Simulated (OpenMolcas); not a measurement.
**Pt³⁺ among point charges: CASSCF levels and susceptibility**

How does a field of 6 point charges split the states of Pt³⁺, and what χT follows?

The numbers are computed with OpenMolcas 26.06 (state-averaged CASSCF, spin-orbit coupling by RASSI with atomic mean-field integrals), except any that are marked as measured or tabulated.

1 further run of the same task is left out (it didn't finish).

### Step 1. The system

- Species: Pt³⁺ (platinum, Z = 78, 75 electrons)
- Basis: ANO-RCC-VTZP [8s7p5d3f1g], 84 functions
- Scalar Hamiltonian: DKH2, point nucleus
- Inactive shells: 1s 2s 2p 3s 3p 3d 4s 4p 4d 4f 5s 5p
- Active space: 7 electrons in 5 orbitals (5d)
- Some configurations of this space: 5d⁷
- Orbitals: optimised for each spin and parity, averaged over all roots

Outer shells as boxes (Hund's rule):

5d7
```
5d [↑↓][↑↓][↑ ][↑ ][↑ ]
```

The ion sits among 6 point charges of -1.7 e arranged as a tetragonal octahedron (D4h), 1.72 Å from the ion, with the axial distance 1.892 Å. The active orbitals were held to one l.

Each step is its own input file, run in one work folder so that later steps find the files of earlier ones. Labels, J, g values, rates, χT and fits are worked out afterwards by a script from the matrices that RASSI stores. The input lists half of the charges; inversion (Group=XYZ) makes the rest.

### Step 2. Basis and integrals

The input, a.inp:

```
&GATEWAY
Coord
1

Pt 0.0 0.0 0.0
Basis=ANO-RCC-VTZP
Group=XYZ
NoMove
AngMom=0.0 0.0 0.0
AMFI
XField
3 Angstrom 0
1.720000 0.000000 0.000000 -1.700000
0.000000 1.720000 0.000000 -1.700000
0.000000 0.000000 1.892000 -1.700000
&SEWARD
```

Started as:

```
OMP_NUM_THREADS=1 MOLCAS_MEM=1689 MOLCAS_PROJECT=a pymolcas a.inp > a.log
```

### Step 3. CASSCF: quartets of even parity, 10 roots

The input, a.inp:

```
&RASSCF
FileOrb=start.orb
Symmetry=1
Spin=4
nActEl=7 0 0
Inactive=15 19
Ras2=5 0
CIRoot=10 10 1
SDav=10
CIMx=300
Iter=120 100
PrWF=0.3
OrbListing=Nothing
MaxOrb=0
SupSym
1
25 4 5 6 7 8 10 11 12 13 14 16 17 18 19 20 24 25 26 27 28 29 30 31 32
33
0
>>> COPY $Project.JobIph JOB001
```

start.orb holds the contracted functions of the basis, ordered by shell, or the orbitals of the step before.

### Step 4. Reference wave functions, doublets of even parity, 40 roots

The input, a.inp:

```
&RASSCF
FileOrb=start.orb
Symmetry=1
Spin=2
nActEl=7 0 0
Inactive=15 19
Ras2=5 0
CIRoot=40 40 1
SDav=40
CIMx=300
Iter=120 100
PrWF=0.3
OrbListing=Nothing
MaxOrb=0
SupSym
1
25 4 5 6 7 8 10 11 12 13 14 16 17 18 19 20 24 25 26 27 28 29 30 31 32
33
0
>>> COPY $Project.JobIph JOB002
```

### Step 5. State interaction with spin-orbit coupling

The input, a.inp:

```
&RASSI
NrOfJobIphs=2 10 40
1 2 3 4 5 6 7 8 9 10
1 2 3 4 5 6 7 8 9 10 11 12 13 14 15 16 17 18 19 20 21 22 23 24 25 26 27
28 29 30 31 32 33 34 35 36 37 38 39 40
IphNames
JOB001
JOB002
EJob
SpinOrbit
DIPRint=1.0
SOCoupling=1000.0
Subsets=2
Property=9
'ANGMOM' 1 'ANGMOM' 2 'ANGMOM' 3 'MLTPL  1' 1 'MLTPL  1' 2 'MLTPL  1' 3
'AMFI' 1 'AMFI' 2 'AMFI' 3
SOProperty=3
'ANGMOM' 1 'ANGMOM' 2 'ANGMOM' 3
```

**Question.** What will these runs give? Wanted: spin-free ground state; first state of the same spin within the active space; lowest level; next level.

The runs gave:

| quantity | value |
| --- | --- |
| method | CASSCF |
| spin-free ground state | 4A2, 1-fold in its orbital part |
| first state of the same spin within the active space | 4E at 3260 cm⁻¹ |
| lowest level | 2-fold E1/2, g = 2.06, 4.77, 4.77 |
| next level | 2759.8 cm⁻¹ |
| χT at 300 K | 1.75 cm³ K/mol |
| effective moment at 300 K | 3.74 μB |

**Reading.** The spin-free ground state (4A2) comes to 90 % from free-ion F terms and keeps the highest spin of the shell. χT at 300 K is 1.75, against 1.88 cm³ K/mol for the spin alone; near agreement at one temperature doesn't show that the orbital moment is quenched. An active space of the d shell alone favours high spin; real ions in strong fields can be low spin. The field of point charges can differ much from that of real complexes. With metal d orbitals alone active, the gaps between spin states are rough; where two lie within a few thousand cm-1, their order is open. Point charges carry no covalency, so the field is a model and not that of real ligands.
